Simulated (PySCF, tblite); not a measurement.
**C₆H₃F₂N: a rotation path, then NMR shifts on frames**

Aim: move C₆H₃F₂N (`N#CC#C/C(=C\F)CF`) away from its starting geometry and see how NMR shifts follow the geometry.

Computed with tblite 0.8.0 and PySCF 2.14.0, with density-fitted response routines of our own, on a single molecule in the gas phase. Atoms are numbered from 0 throughout.

### Step 1. The molecule as given

12 atoms, charge 0, multiplicity 1; geometry from: GFN2-xTB.

Bonds of the start (Å): N0–C1 1.15, C1–C2 1.36, C2–C3 1.21, C3–C4 1.41, C4–C5 1.34, C5–F6 1.33, C4–C7 1.51, C7–F8 1.37, C5–H9 1.08, C7–H10 1.10, C7–H11 1.10.

### Step 2. A band between two rotamers with GFN2-xTB

What the job is given:

```
{"job": {"kind": "neb", "xc": "GFN2-xTB", "basis": "xTB", "atoms": [3, 4, 7, 8], "turn": 120}, "charge": 0, "multiplicity": 1}
N      4.283445     0.098135    -1.510811
C      3.217112     0.136994    -1.083545
C      1.951472     0.182394    -0.588447
C      0.818149     0.221986    -0.161212
C     -0.491654     0.270711     0.347017
C     -0.749286     0.480356     1.640817
F      0.218721     0.657563     2.538460
C     -1.597945     0.071861    -0.656289
F     -2.826019     0.136229    -0.061935
H     -1.739930     0.524490     2.067444
H     -1.566469     0.852717    -1.426060
H     -1.516397    -0.913476    -1.131466
```

Level: GFN2-xTB climbing-image nudged elastic band, gas phase.

The run is started by

```sh
OMP_NUM_THREADS=1 python probes_run.py task.json out
```

The driver reads the jobs from task.json and runs them one after another.

The program printed:

```text
image   E - E0 / eV
  0      -0.0000
  1       0.0055
  2       0.0186
  3       0.0363
  4       0.0536
  5       0.0657
  6       0.0712
  7       0.0719
  8       0.0712
```

It took 2.5 s on 1 thread of AMD EPYC 7R13, shared host; peak memory 0.19 GiB.

The final band, with the dihedral C3–C4–C7–F8:

```tsv
image	dihedral (°)	energy (eV)	energy (kcal/mol)
0	180	0.000	0.0
1	192	0.006	0.1
2	205	0.019	0.4
3	218	0.036	0.8
4	231	0.054	1.2
5	244	0.066	1.5
6	257	0.071	1.6
7	270	0.072	1.7
8	282	0.071	1.6
```

### Step 3. Nuclear shieldings: image 0, PBE0/pcSseg-1

What the job is given:

```
{"job": {"kind": "nmr", "xc": "PBE0", "basis": "pcSseg-1", "pop": false}, "charge": 0, "multiplicity": 1}
N      4.283400     0.098100    -1.510800
C      3.217100     0.137000    -1.083500
C      1.951500     0.182400    -0.588400
C      0.818100     0.222000    -0.161200
C     -0.491700     0.270700     0.347000
C     -0.749300     0.480400     1.640800
F      0.218700     0.657600     2.538500
C     -1.597900     0.071900    -0.656300
F     -2.826000     0.136200    -0.061900
H     -1.739900     0.524500     2.067400
H     -1.566500     0.852700    -1.426100
H     -1.516400    -0.913500    -1.131500
```

Method: GIAO PBE0/pcSseg-1 NMR shielding, non-relativistic, gas phase.

The program printed:

```text
coarse grid: 11616 points
cycle   1  E = -484.0313603101  dE =  1.524e+00  |g| = 6.790e-01  |ddm| = 3.726e+00
cycle   2  E = -483.8285065006  dE =  2.029e-01  |g| = 1.199e+00  |ddm| = 1.912e+00
cycle   3  E = -484.1054440234  dE = -2.769e-01  |g| = 2.499e-01  |ddm| = 1.293e+00
cycle   4  E = -484.1185128427  dE = -1.307e-02  |g| = 9.053e-02  |ddm| = 2.520e-01
cycle   5  E = -484.1203374959  dE = -1.825e-03  |g| = 1.452e-02  |ddm| = 8.160e-02
cycle   6  E = -484.1203720678  dE = -3.457e-05  |g| = 7.474e-03  |ddm| = 1.601e-02
cycle   7  E = -484.1203810102  dE = -8.942e-06  |g| = 2.694e-03  |ddm| = 6.770e-03
final grid: 117568 points
cycle   8  E = -484.1857888483  dE = -3.186e-05  |g| = 6.959e-03  |ddm| = 8.814e-02
cycle   9  E = -484.1857622424  dE =  2.661e-05  |g| = 1.260e-02  |ddm| = 1.503e-02
cycle  10  E = -484.1857992106  dE = -3.697e-05  |g| = 2.472e-03  |ddm| = 9.652e-03
cycle  11  E = -484.1858006607  dE = -1.450e-06  |g| = 5.838e-04  |ddm| = 2.218e-03
cycle  12  E = -484.1858007203  dE = -5.958e-08  |g| = 1.325e-04  |ddm| = 6.551e-04
cycle  13  E = -484.1858007216  dE = -1.253e-09  |g| = 8.512e-05  |ddm| = 1.584e-04
cycle  14  E = -484.1858007231  dE = -1.527e-09  |g| = 2.973e-05  |ddm| = 8.757e-05
cycle  15  E = -484.1858007233  dE = -1.950e-10  |g| = 5.993e-06  |ddm| = 2.815e-05
converged SCF energy = -484.1858007233

GIAO shielding tensors (ppm)
atom      isotropic    diamagn.    paramagn.     s11        s22        s33       span
  0 N      -55.186     341.662    -396.847   -229.347   -218.213    282.003    511.349
  1 C       75.926     266.064    -190.138    -31.624    -31.488    290.890    322.514
  2 C      103.452     244.397    -140.945     39.212     63.473    207.671    168.458
  3 C      112.411     250.844    -138.433      8.892     18.543    309.797    300.905
  4 C       80.694     267.696    -187.003     -3.124    101.950    143.255    146.379
  5 C       12.828     242.552    -229.724    -95.039     48.058     85.465    180.504
  6 F      269.492     471.970    -202.479    135.210    221.351    451.913    316.703
  7 C      103.559     239.639    -136.079     75.686     79.650    155.342     79.655
  8 F      431.804     468.896     -37.091    398.504    426.581    470.327     71.823
  9 H       24.123      28.624      -4.501     21.244     22.749     28.377      7.133
 10 H       26.396      26.860      -0.464     22.166     27.378     29.645      7.479
 11 H       26.395      27.198      -0.802     22.163     27.377     29.645      7.482
```

Wall time 14 s (1 thread of AMD EPYC 7R13, shared host); peak memory 0.75 GiB.

Shifts follow as δ = σ(reference) − σ, with reference shieldings (ppm) from runs at the same level and on the same kind of geometry: 1H TMS 31.72, 13C TMS 186.9, 19F CFCl3 170.9, 15N NH3 267.7. The references are single molecules in the gas phase, so shifts against H2O, NH3, PH3, H3PO4 or CFCl3 are not on the usual liquid scales and can be off by tens of ppm. Each atom is listed at this fixed geometry, with no averaging over motion; a spectrum would average atoms that exchange fast.

```tsv
atoms	environment	σ (ppm)	δ (ppm)
C5	alkene CH	12.8	174.1
C1	nitrile carbon	75.9	111.0
C4	fully substituted alkene carbon	80.7	106.2
C2	alkyne carbon	103.5	83.5
C7	allylic sp3 CH2 bonded to F	103.6	83.4
C3	alkyne carbon	112.4	74.5
H9	hydrogen on an alkene CH	24.12	7.59
H11	hydrogen on an allylic sp3 CH2 bonded to F	26.40	5.32
H10	hydrogen on an allylic sp3 CH2 bonded to F	26.40	5.32
N0	nitrile nitrogen	-55.2	322.9
F6	vinylic fluorine	269.5	-98.5
F8	fluorine on an sp3 carbon	431.8	-260.9
```

### Step 4. Nuclear shieldings: image 3, PBE0/pcSseg-1

What the job is given:

```
{"job": {"kind": "nmr", "xc": "PBE0", "basis": "pcSseg-1", "pop": false}, "charge": 0, "multiplicity": 1}
N      4.275900     0.283900    -1.545500
C      3.210100     0.274500    -1.115800
C      1.947700     0.258900    -0.612200
C      0.825700     0.232000    -0.155000
C     -0.481400     0.221000     0.357200
C     -0.748300     0.349700     1.660500
F      0.204500     0.491800     2.578500
C     -1.597500     0.053300    -0.645900
F     -2.676400     0.827700    -0.314800
H     -1.744500     0.360500     2.077200
H     -1.269500     0.353800    -1.645900
H     -1.945100    -0.987100    -0.664300
```

With the program's defaults for keys left out, this is: GIAO PBE0/pcSseg-1 NMR shielding, non-relativistic, gas phase.

The program printed:

```text
coarse grid: 11616 points
cycle   1  E = -484.0253850624  dE =  1.525e+00  |g| = 6.873e-01  |ddm| = 3.731e+00
cycle   2  E = -483.8156295241  dE =  2.098e-01  |g| = 1.216e+00  |ddm| = 1.894e+00
cycle   3  E = -484.1030771202  dE = -2.874e-01  |g| = 2.475e-01  |ddm| = 1.282e+00
cycle   4  E = -484.1157362220  dE = -1.266e-02  |g| = 9.389e-02  |ddm| = 2.559e-01
cycle   5  E = -484.1177169982  dE = -1.981e-03  |g| = 1.527e-02  |ddm| = 8.479e-02
cycle   6  E = -484.1177581876  dE = -4.119e-05  |g| = 7.693e-03  |ddm| = 1.736e-02
cycle   7  E = -484.1177687998  dE = -1.061e-05  |g| = 2.463e-03  |ddm| = 7.176e-03
cycle   8  E = -484.1177700960  dE = -1.296e-06  |g| = 8.634e-04  |ddm| = 2.504e-03
final grid: 117568 points
cycle   9  E = -484.1832235375  dE = -3.377e-05  |g| = 7.129e-03  |ddm| = 8.506e-02
cycle  10  E = -484.1832081641  dE =  1.537e-05  |g| = 1.146e-02  |ddm| = 1.642e-02
cycle  11  E = -484.1832331372  dE = -2.497e-05  |g| = 2.444e-03  |ddm| = 1.025e-02
cycle  12  E = -484.1832344784  dE = -1.341e-06  |g| = 7.218e-04  |ddm| = 2.056e-03
cycle  13  E = -484.1832345813  dE = -1.028e-07  |g| = 1.138e-04  |ddm| = 6.428e-04
cycle  14  E = -484.1832345828  dE = -1.585e-09  |g| = 5.332e-05  |ddm| = 1.351e-04
cycle  15  E = -484.1832345834  dE = -5.575e-10  |g| = 2.265e-05  |ddm| = 6.365e-05
converged SCF energy = -484.1832345834

GIAO shielding tensors (ppm)
atom      isotropic    diamagn.    paramagn.     s11        s22        s33       span
  0 N      -56.433     341.699    -398.132   -227.669   -218.765    277.136    504.804
  1 C       75.971     266.008    -190.037    -31.688    -31.489    291.091    322.779
  2 C      102.943     244.568    -141.625     43.833     63.819    201.179    157.346
  3 C      110.991     250.522    -139.531      7.416     14.411    311.146    303.729
  4 C       79.998     266.973    -186.975     -4.966     97.379    147.579    152.545
  5 C        8.365     243.362    -234.997   -104.743     45.685     84.154    188.896
  6 F      260.277     471.899    -211.622    131.005    207.768    442.059    311.054
  7 C      103.534     239.076    -135.542     73.677     82.137    154.787     81.110
  8 F      413.860     469.025     -55.165    367.102    400.817    473.663    106.561
  9 H       23.973      28.363      -4.390     21.434     22.345     28.139      6.705
 10 H       26.565      27.358      -0.793     22.240     27.291     30.164      7.923
 11 H       26.286      27.151      -0.866     22.417     26.805     29.635      7.218
```

Wall time 13 s (1 thread of AMD EPYC 7R13, shared host); peak memory 0.79 GiB.

Key values: δ C5 178.6, C1 111.0, C4 106.9, C2 84.0, H9 7.74, H11 5.43 ppm.

### Step 5. Nuclear shieldings: image 7, PBE0/pcSseg-1

What the job is given:

```
{"job": {"kind": "nmr", "xc": "PBE0", "basis": "pcSseg-1", "pop": false}, "charge": 0, "multiplicity": 1}
N      4.237400     0.521200    -1.576800
C      3.177800     0.449500    -1.137900
C      1.923900     0.357800    -0.620900
C      0.812500     0.265000    -0.146800
C     -0.487200     0.157200     0.374800
C     -0.737600     0.184100     1.687500
F      0.223000     0.279800     2.602200
C     -1.614800     0.040300    -0.622000
F     -2.088300     1.284800    -0.959300
H     -1.724800     0.123300     2.121700
H     -1.261800    -0.427100    -1.546200
H     -2.458900    -0.515900    -0.202200
```

With the program's defaults for keys left out, this is: GIAO PBE0/pcSseg-1 NMR shielding, non-relativistic, gas phase.

The program printed:

```text
coarse grid: 11616 points
cycle   1  E = -484.0194138128  dE =  1.524e+00  |g| = 7.024e-01  |ddm| = 3.715e+00
cycle   2  E = -483.7966517530  dE =  2.228e-01  |g| = 1.251e+00  |ddm| = 1.954e+00
cycle   3  E = -484.1040087930  dE = -3.074e-01  |g| = 2.381e-01  |ddm| = 1.294e+00
cycle   4  E = -484.1151605782  dE = -1.115e-02  |g| = 1.037e-01  |ddm| = 2.609e-01
cycle   5  E = -484.1176019067  dE = -2.441e-03  |g| = 1.670e-02  |ddm| = 9.284e-02
cycle   6  E = -484.1176548887  dE = -5.298e-05  |g| = 8.162e-03  |ddm| = 2.114e-02
cycle   7  E = -484.1176686523  dE = -1.376e-05  |g| = 2.411e-03  |ddm| = 8.418e-03
cycle   8  E = -484.1176698565  dE = -1.204e-06  |g| = 8.943e-04  |ddm| = 2.554e-03
final grid: 117568 points
cycle   9  E = -484.1834779525  dE = -3.396e-05  |g| = 7.119e-03  |ddm| = 9.136e-02
cycle  10  E = -484.1834619353  dE =  1.602e-05  |g| = 1.152e-02  |ddm| = 1.609e-02
cycle  11  E = -484.1834875574  dE = -2.562e-05  |g| = 2.489e-03  |ddm| = 9.937e-03
cycle  12  E = -484.1834889609  dE = -1.404e-06  |g| = 7.107e-04  |ddm| = 2.071e-03
cycle  13  E = -484.1834890594  dE = -9.852e-08  |g| = 1.133e-04  |ddm| = 6.724e-04
cycle  14  E = -484.1834890611  dE = -1.692e-09  |g| = 4.531e-05  |ddm| = 1.191e-04
cycle  15  E = -484.1834890614  dE = -3.154e-10  |g| = 2.478e-05  |ddm| = 5.451e-05
converged SCF energy = -484.1834890614

GIAO shielding tensors (ppm)
atom      isotropic    diamagn.    paramagn.     s11        s22        s33       span
  0 N      -55.638     341.682    -397.320   -225.996   -220.515    279.597    505.593
  1 C       75.879     265.956    -190.077    -31.751    -31.601    290.990    322.741
  2 C      103.769     244.426    -140.657     45.207     62.697    203.404    158.197
  3 C      108.484     250.254    -141.770      6.981      9.229    309.241    302.260
  4 C       79.708     265.739    -186.032     -7.066     93.975    152.214    159.280
  5 C        6.850     243.965    -237.115   -102.093     44.196     78.446    180.540
  6 F      251.473     471.773    -220.300    130.530    208.185    415.703    285.172
  7 C      102.864     237.099    -134.236     70.961     86.181    151.448     80.487
  8 F      393.274     471.016     -77.742    353.584    367.044    459.196    105.612
  9 H       23.963      28.573      -4.610     21.668     22.697     27.523      5.855
 10 H       26.482      27.215      -0.733     22.825     26.900     29.722      6.898
 11 H       26.613      27.646      -1.033     22.349     27.079     30.411      8.062
```

It took 14 s on 1 thread of AMD EPYC 7R13, shared host; peak memory 0.75 GiB.

In short: δ C5 180.1, C1 111.0, C4 107.2, C7 84.1, H9 7.75, H10 5.23 ppm.

### Step 6. Nuclear shieldings: image 8, PBE0/pcSseg-1

What the job is given:

```
{"job": {"kind": "nmr", "xc": "PBE0", "basis": "pcSseg-1", "pop": false}, "charge": 0, "multiplicity": 1}
N      4.206400     0.577100    -1.620200
C      3.159500     0.488400    -1.154000
C      1.917900     0.376600    -0.611800
C      0.814400     0.266600    -0.123000
C     -0.487400     0.141300     0.391300
C     -0.747800     0.146500     1.701900
F      0.207600     0.240300     2.622600
C     -1.604500     0.044900    -0.617800
F     -1.898300     1.290500    -1.115800
H     -1.735900     0.061500     2.131400
H     -1.309900    -0.574900    -1.471500
H     -2.520700    -0.338800    -0.159000
```

With the program's defaults for keys left out, this is: GIAO PBE0/pcSseg-1 NMR shielding, non-relativistic, gas phase.

The program printed:

```text
coarse grid: 11616 points
cycle   1  E = -484.0199705419  dE =  1.523e+00  |g| = 7.023e-01  |ddm| = 3.723e+00
cycle   2  E = -483.7979451394  dE =  2.220e-01  |g| = 1.251e+00  |ddm| = 1.978e+00
cycle   3  E = -484.1046676304  dE = -3.067e-01  |g| = 2.370e-01  |ddm| = 1.306e+00
cycle   4  E = -484.1156458485  dE = -1.098e-02  |g| = 1.048e-01  |ddm| = 2.607e-01
cycle   5  E = -484.1181382433  dE = -2.492e-03  |g| = 1.653e-02  |ddm| = 9.342e-02
cycle   6  E = -484.1181896935  dE = -5.145e-05  |g| = 8.148e-03  |ddm| = 2.114e-02
cycle   7  E = -484.1182033966  dE = -1.370e-05  |g| = 2.471e-03  |ddm| = 8.459e-03
cycle   8  E = -484.1182046669  dE = -1.270e-06  |g| = 9.038e-04  |ddm| = 2.610e-03
final grid: 117568 points
cycle   9  E = -484.1841943030  dE = -3.458e-05  |g| = 7.110e-03  |ddm| = 9.147e-02
cycle  10  E = -484.1841782359  dE =  1.607e-05  |g| = 1.151e-02  |ddm| = 1.632e-02
cycle  11  E = -484.1842038917  dE = -2.566e-05  |g| = 2.498e-03  |ddm| = 1.004e-02
cycle  12  E = -484.1842053081  dE = -1.416e-06  |g| = 7.063e-04  |ddm| = 2.068e-03
cycle  13  E = -484.1842054052  dE = -9.714e-08  |g| = 1.147e-04  |ddm| = 6.766e-04
cycle  14  E = -484.1842054070  dE = -1.777e-09  |g| = 4.337e-05  |ddm| = 1.171e-04
cycle  15  E = -484.1842054073  dE = -2.777e-10  |g| = 2.443e-05  |ddm| = 5.220e-05
converged SCF energy = -484.1842054073

GIAO shielding tensors (ppm)
atom      isotropic    diamagn.    paramagn.     s11        s22        s33       span
  0 N      -55.212     341.645    -396.857   -226.029   -221.074    281.465    507.494
  1 C       75.794     265.940    -190.146    -31.830    -31.717    290.929    322.758
  2 C      103.817     244.292    -140.475     43.618     62.134    205.701    162.083
  3 C      108.775     250.304    -141.529      6.956     10.674    308.696    301.740
  4 C       79.203     266.119    -186.916     -7.970     94.161    151.418    159.389
  5 C        9.106     243.951    -234.845    -97.134     46.775     77.676    174.810
  6 F      254.092     471.850    -217.758    134.425    214.525    413.325    278.901
  7 C      102.713     236.735    -134.022     70.963     86.282    150.894     79.931
  8 F      396.448     471.628     -75.180    361.653    371.849    455.841     94.188
  9 H       24.052      28.675      -4.623     21.799     22.952     27.404      5.605
 10 H       26.424      27.079      -0.655     22.889     26.538     29.845      6.956
 11 H       26.720      27.727      -1.007     22.543     27.099     30.518      7.975
```

Run time: 13 s. Hardware: 1 thread of AMD EPYC 7R13, shared host; peak memory 0.77 GiB.

This run: δ C5 177.8, C1 111.1, C4 107.7, C7 84.2, H9 7.67, H10 5.29 ppm.

### Step 7. Side by side: NMR shifts

Shifts (ppm) of some atoms, chosen among heavy atoms and hydrogens apart, with basis size and wall time:

```tsv
frame	C5	C4	C3	H11	H10	F6	F8	functions	time
image 0	174.1	106.2	74.5	5.32	5.32	-98.5	-260.9	168	14 s
image 3	178.6	106.9	75.9	5.43	5.15	-89.3	-242.9	168	13 s
image 7	180.1	107.2	78.4	5.10	5.23	-80.5	-222.3	168	14 s
image 8	177.8	107.7	78.1	5.00	5.29	-83.1	-225.5	168	13 s
```

### Step 8. Outcome

```
                                         quantity                                      value
                                          barrier         0.072 eV (1.7 kcal/mol) at image 7
                            end to end (GFN2-xTB)                                   0.071 eV
  13C shifts against TMS (PBE0/pcSseg-1, image 0)  174.1, 111.0, 106.2, 83.5, 83.4, 74.5 ppm
   1H shifts against TMS (PBE0/pcSseg-1, image 0)                       7.59, 5.32, 5.32 ppm
  15N shifts against NH3 (PBE0/pcSseg-1, image 0)                                  322.9 ppm
19F shifts against CFCl3 (PBE0/pcSseg-1, image 0)                          -98.5, -260.9 ppm
                         range of the shift of F8                       -260.9 to -222.3 ppm
```

Along the band the dihedral turns by 102°, and the top (dihedral 270°) lies 1.7 kcal/mol above the start (GFN2-xTB, rough), so at room temperature this motion is fast. The top was not checked by a frequency run. Shifts at one fixed geometry are not the observed spectrum, which averages over the motion. In the first frame run (image 0): The widest tensor belongs to N0: span 511 ppm, with a paramagnetic part of -397 ppm. Across the 4 runs the shift of F8 moves most, between -260.9 (image 0) and -222.3 ppm (image 7).
